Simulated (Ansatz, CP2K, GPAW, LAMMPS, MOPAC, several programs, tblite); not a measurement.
**What cheap methods get right for CdSe**

Aim: run CdSe through methods of unlike cost and see what each gets, and at what price.

Program: LAMMPS, MOPAC, tblite, CP2K, Ansatz, GPAW (versions at each run). Level of theory: no spin polarisation, static lattice; gaps from single points on the cell relaxed beforehand with r²SCAN. These are calculated values, not measurements.

2 further runs of the same task are left out: 2 set aside as unsound or not needed.

## 1. The system as given

Symmetry: P6_3mc, No. 186, hexagonal system. Conventional cell: a = 4.339 Å, b = 4.339 Å, c = 14.159 Å, α = 90.00°, β = 90.00°, γ = 120.00°. Around Cd (site symmetry 3m) lie 4 Se at 2.65 to 2.66 Å. Around Cd (site symmetry 3m) lie 4 Se at 2.66 Å. Around Se (site symmetry 3m) lie 4 Cd at 2.66 Å. Se (site symmetry 3m) has 4 Cd at 2.65 to 2.66 Å as nearest neighbours.

Coordinates:

```cif
data_structure
_symmetry_space_group_name_H-M 'P 1'
_symmetry_Int_Tables_number 1
_cell_length_a 4.3393
_cell_length_b 4.3393
_cell_length_c 14.1587
_cell_angle_alpha 90.000
_cell_angle_beta 90.000
_cell_angle_gamma 120.000
_cell_volume 230.88
loop_
_atom_site_label
_atom_site_type_symbol
_atom_site_fract_x
_atom_site_fract_y
_atom_site_fract_z
_atom_site_occupancy
Cd1 Cd 0.00000 0.00000 0.99980 1
Cd2 Cd 0.33333 0.66667 0.24996 1
Cd3 Cd 0.00000 0.00000 0.49980 1
Cd4 Cd 0.66667 0.33333 0.74996 1
Se1 Se 0.00000 0.00000 0.18750 1
Se2 Se 0.33333 0.66667 0.43774 1
Se3 Se 0.00000 0.00000 0.68750 1
Se4 Se 0.66667 0.33333 0.93774 1
```

The structure type (4H polytype) is imposed and need not be the compound's stable one.

**Question.** The methods are CdTeSe.bop.table, CdTeZnSeHgS0.sw, PM6, PM7, GFN1-xTB (tblite), GFN2-xTB (tblite), PBE/DZVP, PBE/SZV, coarse PBE, GLLB-SC, PBE, r2SCAN. What gap does r2SCAN give on this cell, and which other methods (full PBE left aside) come nearest to r2SCAN and farthest in gap, volume and bulk modulus?

```
                                               quantity                                     value
                                                 r2SCAN     gap 1.07 eV, 28.86 Å³/atom, B₀ 51 GPa
         gap: nearest and farthest of the other methods        PBE/SZV (-0.25 eV), PM7 (+3.28 eV)
      volume: nearest and farthest of the other methods  GFN1-xTB (tblite) (+3.6 %), PM7 (+8.9 %)
bulk modulus: nearest and farthest of the other methods       CdTeZnSeHgS0.sw (+4 %), PM7 (+86 %)
```

**Reading.** Among the 8 methods compared for the gap (full PBE left aside), PBE/SZV is nearest to r2SCAN and PM7 farthest. For the volume, of the 7 methods compared (full PBE left aside), GFN1-xTB (tblite) comes nearest to r2SCAN and PM7 is farthest. Among the 7 methods compared for the bulk modulus (full PBE left aside), CdTeZnSeHgS0.sw is nearest to r2SCAN and PM7 farthest. Classical potentials are fitted to lattice constants of common crystals, so a close volume there is built in, not predicted. A minimal basis or a coarse cutoff and mesh shifts results by its own error, so closeness to r2SCAN can be chance. Cluster runs see only the k-points that fold onto the zone centre, so their gaps can miss the band edges. GLLB-SC is compared with its derivative discontinuity added. No volume is given for PM6, coarse PBE, which can hide a larger miss. CPU times run from 0.11 s (CdTeZnSeHgS0.sw) to 3.2 min (GLLB-SC). On this cell GLLB-SC cost more than r2SCAN itself (2.6 min), so it is no saving here. GFN1-xTB (tblite) disagrees with r2SCAN even on whether there is a gap. r2SCAN is a yardstick, not the truth: it usually gives gaps below the measured ones. Against the measured gap of CdSe, 1.74 eV (an exciton energy, a little under the gap; 300 K; “Alloy Disordering Effects on the Thermal Conductivity and Energy Gap Temperature Dependence of Cd1−xZnxSe Ternary Crystals Grown by the Bridgman Method”, 2023, pmc:10253836), the calculated 1.07 eV is off by -0.67 eV. The measured c of this compound is far from this cell's, so the row may belong to another stacking. That value is r2SCAN's. Of all methods here GLLB-SC lies nearest to the measured gap (1.43 eV).
